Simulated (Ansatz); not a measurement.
# HfB (Fm-3m) in Ansatz: settings compared, part 2 of 2

Ansatz 0.2.0. Earlier steps stand in the parts before.

### Step 5. Projected density of states, r2SCAN+U, spin-orbit coupling, no magnetisation

The input, run.py:

```python
import json

import ase.io
import numpy as np

import ansatz as az

atoms = ase.io.read("HfB.xyz")

calculation = (
    az.Crystal.from_ase(atoms)
    .calculation()
    .kpoints(10, 10, 10)
    .functional("r2scan")
    .pseudopotentials(kind="paw_fr")
    .hubbard(projectors="all-electron-atomic")
    .hubbard("Hf", "d", u_eff=7.0)
    .spin("noncollinear", soc=True)
    .scf(extra_bands=32, lower_state_search="full")
    .occupations(method="methfessel_paxton", width=0.05)
    .density_of_states(energy_step=0.05, projected=True, nscf_kmesh=(15, 15, 15))
    .forces()
    .stress()
    .band_table(publish=True)
)
outcome = calculation.run(threads=2, events_out="events.jsonl")

report = outcome.report
for line in open("events.jsonl"):
    event = json.loads(line)
    if event["event"] == "scf_iter":
        d = event["data"]
        print(f"SCF {d['iter']:3d}  HF = {d['harris_foulkes_ev']:.6f} eV  dr2 = {d['dr2_ev']:.2e} eV")
    elif event["event"] in ("relax_step", "md_step"):
        d = event["data"]
        print(f"{event['event']} {d['step']:3d}  E = {d['lagrangian_ev']:.6f} eV")
np.set_printoptions(precision=5, suppress=True, linewidth=110)
print("converged:", report["converged"], "after", report["n_iterations"], "iterations")
print(f"free energy {report['free_energy_ev']:.6f} eV, Fermi level {report['fermi_energy_ev']:.4f} eV")
for key in ("band_edges_ev", "magnetization_mub", "site_moments_mub", "site_moments_nc_mub", "forces_ev_ang",
                "stress_gpa"):
    if report.get(key) is not None:
        print(key, np.array(report[key]), sep="\n")
```

The input, HfB.xyz:

```xyz
2
Lattice="0.0000000000 2.3100000000 2.3100000000 2.3100000000 0.0000000000 2.3100000000 2.3100000000 2.3100000000 0.0000000000" Properties=species:S:1:pos:R:3 pbc="T T T"
Hf     2.3100000000      2.3100000000      2.3100000000
B      0.0000000000      0.0000000000      0.0000000000
```

Potentials or basis: Ansatz PAW.

Launch:

```
$ python run.py
```

The program printed:

```text
DeckWarning: basis.ecutwfc = 500 eV, auto-derived from the records' recommended cutoffs: set by Hf (their level for a meta-GGA)
PlacementWarning: RAYON_NUM_THREADS=2 ignored (pool sized by the plan → 2); use plan(threads=…)
RunWarning: this state was not checked for a lower one beside it: the run's test of it (scf.lower_state_search) could not run behind this SCF: none is made under non-collinear spin (noncollinear)
SCF   1  HF = -15852.432283 eV  dr2 = 4.55e+00 eV
SCF   2  HF = -15853.886124 eV  dr2 = 1.76e+00 eV
SCF   3  HF = -15856.754408 eV  dr2 = 8.40e-02 eV
SCF   4  HF = -15856.791200 eV  dr2 = 7.02e-02 eV
SCF   5  HF = -15856.753192 eV  dr2 = 4.55e-03 eV
SCF   6  HF = -15856.753963 eV  dr2 = 6.09e-05 eV
SCF   7  HF = -15856.754048 eV  dr2 = 3.26e-05 eV
SCF   8  HF = -15856.754048 eV  dr2 = 2.61e-06 eV
SCF   9  HF = -15856.754049 eV  dr2 = 4.11e-07 eV
SCF  10  HF = -15856.754049 eV  dr2 = 6.18e-09 eV
converged: True after 10 iterations
free energy -15856.754049 eV, Fermi level 19.0805 eV
magnetization_mub
0.0
site_moments_nc_mub
[[0. 0. 0.]
 [0. 0. 0.]]
forces_ev_ang
[[ 0. -0. -0.]
 [ 0.  0.  0.]]
stress_gpa
[[19.71308 -0.      -0.     ]
 [-0.      19.71308 -0.     ]
 [-0.       0.      19.71308]]
```

dos.tsv:

```text
# E-E_F[eV]	g_bin_mean(E)[states/eV]	N(E)
# format = ansatz-dos/2
# fermi_ev = 19.113489
# fermi_mp_grid = 15 15 15
# fermi_mp_shift = 0 0 0
# nscf_kmesh_grid = 15 15 15
# nscf_kmesh_shift = 0 0 0
# levels_connected = by_index
# tetrahedron_fermi_ev = 19.099731
# g_bin_mean(E): the states in a bin one row spacing wide, centred on E, divided by that spacing. States that the method places at a single energy (under output.dos.method: tetrahedron, those of a tetrahedron whose four corners have one energy) are counted whole in the row whose bin holds that energy (on the edge of two bins, in the lower row). The sum of g_bin_mean over a run of rows, times the row spacing, is the number of states from half a spacing under the first of them to half a spacing over the last (a plain sum, not the trapezoid rule).
-61.396263	0.000000e0	0.000000e0
-61.346263	0.000000e0	0.000000e0
-61.296263	0.000000e0	0.000000e0
-61.246263	0.000000e0	0.000000e0
-61.196263	0.000000e0	0.000000e0
-61.146263	0.000000e0	0.000000e0
[... 2003 lines left out ...]
39.053737	0.000000e0	6.100000e1
39.103737	0.000000e0	6.100000e1
```

occupation_matrices:

```text
# The occupation matrices of the corrected shells as a run of Ansatz 0.0.0 ended. An entry of
[... 33 lines left out ...]
      - [[4.0996394647108136e-19, 2.642742795433417e-19], [-4.336808689942018e-19, -0.0013721182641842026], [-0.0013721182641842022, 4.0657581468206416e-19], [-6.098637220230962e-20, -2.270048298641525e-19], [0.0, 0.0], [4.716279450311944e-18, -1.2671612890924333e-18], [1.3010426069826053e-18, -1.7957098481791167e-19], [1.0842021724855044e-19, 3.3881317890172014e-21], [-2.6020852139652106e-18, -0.003827798799887343], [0.5041332062757847, 1.4616682008316695e-52]]
```

Wall time 53 s (2 threads of Arm Neoverse V2, shared host); peak memory 0.85 GiB.

What came out:

* Free energy: -15856.7540 eV
* Pressure: 19.7 GPa
* Band gap on the k mesh: none (metal or under the smearing width)
* Density of states at the Fermi level: 0.88 states/eV per cell

States per cell in windows of 1 eV (zero at the Fermi level; states under -8 eV left out):
```csv
from (eV),total,Hf 5d j=2.5,Hf 5d j=1.5,B 2p j=1.5,B 2p j=0.5,B 2s j=0.5,Hf 6s j=0.5
-8.0,0.72,0.15,0.09,0.02,0.01,0.23,0.08
-7.0,0.43,0.09,0.05,0.02,0.01,0.18,0.04
-6.0,0.12,0.02,0.01,0.01,0.01,0.05,0.01
-5.0,0.07,0.01,0.01,0.02,0.01,0.01,0.00
-4.0,0.54,0.13,0.09,0.16,0.07,0.03,0.04
-3.0,0.84,0.19,0.14,0.30,0.11,0.02,0.05
-2.0,1.69,0.44,0.33,0.60,0.19,0.05,0.02
-1.0,1.90,0.58,0.44,0.43,0.34,0.04,0.01
0.0,0.59,0.18,0.14,0.14,0.09,0.01,0.00
1.0,0.31,0.08,0.08,0.08,0.07,0.00,0.00
2.0,0.21,0.06,0.04,0.07,0.03,0.00,0.00
3.0,0.58,0.21,0.12,0.14,0.06,0.01,0.00
4.0,0.65,0.28,0.19,0.09,0.05,0.02,0.01
5.0,0.85,0.35,0.26,0.11,0.05,0.02,0.02
6.0,1.06,0.45,0.34,0.12,0.06,0.04,0.02
7.0,1.40,0.58,0.47,0.16,0.07,0.04,0.03
```

Caveat: the PAW data sets were made with another functional, which shifts forces and pressure a little; U without spin polarisation on a metal has little footing; the U is typed as a test and isn't derived for this compound.

### Step 6. Overview

```csv
task,level,potentials or basis,spin,U,k mesh,cutoff (eV),smearing,driver,delta,atoms under strain,hubbard projectors,double counting,other keys,gap on the mesh (eV),pressure (GPa)
density of states,PBEsol,Ansatz PAW,off,-,10 × 10 × 10,420,cold 0.025 eV,chain,-,-,-,-,-,none,23.0
density of states,PBEsol,Ansatz PAW,off,-,10 × 10 × 10,420,cold 0.025 eV,-,-,-,-,-,-,none,23.0
elastic constants,LDA+D3(BJ)+ATM,PseudoDojo standard,off,-,7 × 7 × 7,1034,gaussian 0.025 eV,calculator,0.01,clamped,-,-,hamiltonian.xc = lda; accuracy = high,-,-
projected density of states,r2SCAN+U,Ansatz PAW,"SOC, no magnetisation",Hf d U = 7 eV,10 × 10 × 10,500,methfessel-paxton 0.05 eV,chain,-,-,all-electron-atomic,fll (the default),scf.lower_state_search = full; scf.n_extra_bands = 32,none,19.7
```

Alike in all rows: cell as given.

Caveats: so large a pressure means that the cell lies far from this level's equilibrium, or that cutoff or potentials fall short (some runs); the PAW data sets come from PBE, with cores solved anew for the run's functional, which leaves a small shift of forces and pressure (some runs); the potentials were made for another functional, which shifts forces and pressure (some runs); the dispersion damping was fitted for another functional or another form of the correction (some runs); the PAW data sets were made with another functional, which shifts forces and pressure a little (some runs); U without spin polarisation on a metal has little footing (some runs); the U is typed as a test and isn't derived for this compound (some runs).

Total energies depend on the potentials used, so only differences within one code and one set of settings carry meaning.
